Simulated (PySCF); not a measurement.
**C₂H₁₂Si₄: electronic excitations**

What electronic excitations should C₂H₁₂Si₄ (`C[Si]1(C)[SiH2][SiH2][SiH2]1`) show?

The runs use PySCF 2.14.0, with density-fitted response routines of our own; the level of theory stands in each step. All values are computed, except where a source is named. Atoms count from 0, in the outputs and in this text.

## (1) Starting geometry

18 atoms, charge 0, multiplicity 1; geometry from: GFN2-xTB.

Bonds of the start (Å): C0–Si1 1.91, Si1–C2 1.91, Si1–Si3 2.38, Si3–Si4 2.35, Si4–Si5 2.35, Si5–Si1 2.38, C0–H6 1.09, C0–H7 1.09, C0–H8 1.09, C2–H9 1.09, C2–H10 1.09, C2–H11 1.09, Si3–H12 1.47, Si3–H13 1.47, Si4–H14 1.47, Si4–H15 1.47, Si5–H16 1.47, Si5–H17 1.47.

## (2) TDDFT and polarisability: wB97X-D/def2-SVPD

Job settings and geometry (Å):

```
{"job": {"kind": "uv", "xc": "wB97X-D", "basis": "def2-SVPD", "nstates": 8, "ntriplets": 3}, "charge": 0, "multiplicity": 1}
C     -1.816970     0.738803     1.297391
Si    -0.634453     0.036554    -0.031700
C     -1.743472    -0.533948    -1.482355
Si     1.168379     1.465580    -0.638127
Si     2.687648    -0.154220     0.138189
Si     0.921560    -1.583421     0.749855
H     -2.522725    -0.009960     1.647552
H     -1.254513     1.087363     2.158678
H     -2.392499     1.580743     0.921903
H     -1.136622    -0.947365    -2.282737
H     -2.448376    -1.302348    -1.175572
H     -2.318339     0.288431    -1.900112
H      1.281520     1.820148    -2.060743
H      1.237901     2.777829     0.021597
H      3.623897    -0.685390    -0.861535
H      3.584340     0.266543     1.223432
H      0.852059    -1.942632     2.173635
H      0.901904    -2.896393     0.088992
```

With the program's defaults for keys left out, this is: TDDFT wB97X-D/def2-SVPD, vertical, gas phase, core orbitals frozen in the response.

Started as:

```
$ OMP_NUM_THREADS=1 python probes_run.py task.json out
```

This one command runs all jobs of the session in turn.

Standard output:

```text
coarse grid: 16112 points
cycle   1  E = -1240.7625000724  dE =  8.923e-02  |g| = 3.050e-01  |ddm| = 5.255e+00
cycle   2  E = -1240.7801589337  dE = -1.766e-02  |g| = 2.165e-01  |ddm| = 7.362e-01
cycle   3  E = -1240.7933648099  dE = -1.321e-02  |g| = 2.973e-02  |ddm| = 3.578e-01
cycle   4  E = -1240.7937868524  dE = -4.220e-04  |g| = 4.464e-03  |ddm| = 1.145e-01
cycle   5  E = -1240.7937982041  dE = -1.135e-05  |g| = 1.378e-03  |ddm| = 2.241e-02
cycle   6  E = -1240.7937993678  dE = -1.164e-06  |g| = 3.936e-04  |ddm| = 6.048e-03
final grid: 134584 points
cycle   7  E = -1240.9605126560  dE = -8.410e-05  |g| = 2.838e-03  |ddm| = 1.180e-01
cycle   8  E = -1240.9605153503  dE = -2.694e-06  |g| = 1.448e-03  |ddm| = 1.531e-02
cycle   9  E = -1240.9605159219  dE = -5.716e-07  |g| = 4.973e-04  |ddm| = 3.179e-03
cycle  10  E = -1240.9605160269  dE = -1.050e-07  |g| = 1.021e-04  |ddm| = 1.317e-03
cycle  11  E = -1240.9605160349  dE = -7.987e-09  |g| = 3.339e-05  |ddm| = 4.292e-04
cycle  12  E = -1240.9605160360  dE = -1.121e-09  |g| = 1.094e-05  |ddm| = 1.769e-04
cycle  13  E = -1240.9605160361  dE = -1.116e-10  |g| = 3.275e-06  |ddm| = 5.293e-05
converged SCF energy = -1240.9605160361

Static polarisability (au): isotropic 141.660, principal 118.704 145.922 160.355

Singlet excitations
state   eV       nm        f      main configurations
  1   4.5869    270.3   0.00001   H->L 0.97
  2   5.1783    239.4   0.00264   H-1->L 0.98
  3   5.3695    230.9   0.00000   H-2->L 0.97
  4   6.1181    202.7   0.07954   H->L+1 0.60, H-2->L+1 0.30
  5   6.3488    195.3   0.11312   H-2->L+1 0.42, H->L+1 0.31, H-1->L+2 0.14
  6   6.4572    192.0   0.01503   H-1->L+2 0.71, H-2->L+1 0.16
  7   6.5363    189.7   0.01307   H-1->L+1 0.92
  8   6.6241    187.2   0.22208   H->L+2 0.88

Triplet excitations (Tamm-Dancoff, eV): 4.3494 4.6483 4.7980
```

Run time: 1.7 min. Hardware: 1 thread of Arm Neoverse N1, shared host; peak memory 1 GiB.

The orbitals next to the gap, with their largest atomic shares:

```csv
orbital,eV,atoms
HOMO−3,-10.57,"C2 23 %, C0 23 %, Si1 19 %"
HOMO−2,-9.49,"Si3 23 %, Si5 23 %, Si4 22 %"
HOMO−1,-9.25,"Si4 20 %, Si1 20 %, Si5 14 %"
HOMO,-8.92,"Si1 24 %, Si3 21 %, Si5 21 %"
LUMO,0.31,"Si4 20 %, Si3 19 %, Si5 19 %"
LUMO+1,1.22,"Si5 17 %, Si3 17 %, Si4 16 %"
LUMO+2,1.57,"Si4 24 %, Si3 18 %, Si5 18 %"
```

With each of the 8 states as a Gaussian band of 0.4 eV half-width at 1/e, the curve within the window shown has maxima at 191 nm (ε 15,000) L/(mol cm). Beyond the last state computed it falls off for lack of states. The curve at chosen wavelengths:

(nm, ε (L/mol/cm)): (179, 6120), (184, 11192), (189, 14295), (195, 13583), (200, 10602), (205, 7148), (210, 4207), (216, 1870), (221, 842), (226, 369), (231, 191), (237, 130), (242, 112), (247, 93), (252, 71), (258, 45), (263, 28), (268, 16), (273, 9), (279, 4), (284, 2), (289, 1), (294, 1), (300, 0), (305, 0), (310, 0)

Leading natural transition orbitals of singlet state 8: the hole lies on Si1, Si3, Si5 about 21 % each; Si4 15 %; the particle on Si1, Si4 about 13 % each; H14, H15 about 12 % each; Si3, Si5 about 10 % each.

Leading natural transition orbitals of singlet state 1: the hole lies on Si1, Si3, Si5 about 21 % each; Si4 16 %; the particle on 4 Si atoms about 14 % each.

Ground-state properties from the same run:

```csv
property,computed
dipole moment (D),1.31
polarisability (Å³),20.99
HOMO–LUMO gap (eV),9.24
−ε(HOMO) (eV),8.92
```

Orbitals, density, ELF and potential are computed afterwards from the orbital file.

Frontier orbitals at wB97X-D/def2-SVPD, with the share of their density that lies nearest to each atom:

```csv
orbital,energy (eV),lies on
HOMO,-8.92,"Si1, Si3 about 23 % each; Si5 20 %; Si4 12 %"
LUMO,0.31,4 Si atoms about 13 % each; 6 H atoms about 6 % each
```

ELF in a plane through or near 4 of the atoms.

Ten even steps from ' ' (0.00) to '@' (0.97):
```
                                                        
                                                        
                                                        
                      ....                              
                  ..::----::                            
                ..::::....::::..                        
              ::++==  ##++..**==..                      
            ..++@@@@..##==++@@##::                      
        ..::::::==@@@@==##@@**::::::                    
        ..--..++%%..**::==**++##..--::                  
        ..==::++##::**::==**++%%..--::                  
        ..::::::==@@@@==**@@##::::::                    
            ..++@@@@  %%==++@@##::                      
              ::++==  %%==..**==..                      
                ..::::....::::..                        
                  ..::----::                            
                      ..                                
                                                        
                                                        
                                                        
```
The map spans 12.4 Å across and 10.4 Å up, centred on the molecule. Atoms in the plane (x, y in Å): Si1 (0.6, 0.0), Si3 (-1.0, 1.7), Si4 (-2.7, 0.0), Si5 (-1.0, -1.7).

On the surface of density 0.002 e/bohr³ the electrostatic potential runs, from the 1st to the 99th percentile, from -0.09 to 1.19 V.

## (3) Results

| quantity | value |
| --- | --- |
| lowest singlet (wB97X-D/def2-SVPD) | 4.59 eV (270 nm), f = 0.000 |
| brightest single state of those computed | state 8, 6.62 eV, f = 0.222 |
| lowest triplet | 4.35 eV |
| surface potential, 1st and 99th percentile | -0.09 V and 1.19 V |

What this shows: The first singlet state (HOMO→LUMO 0.97) lies at 4.59 eV and is dark; of the 8 states computed, the strongest absorption comes from state 8 at 6.62 eV (the last computed, so partners may be missing). The lowest triplet lies 0.24 eV below the lowest singlet (triplets in Tamm-Dancoff, singlets in full TDDFT).
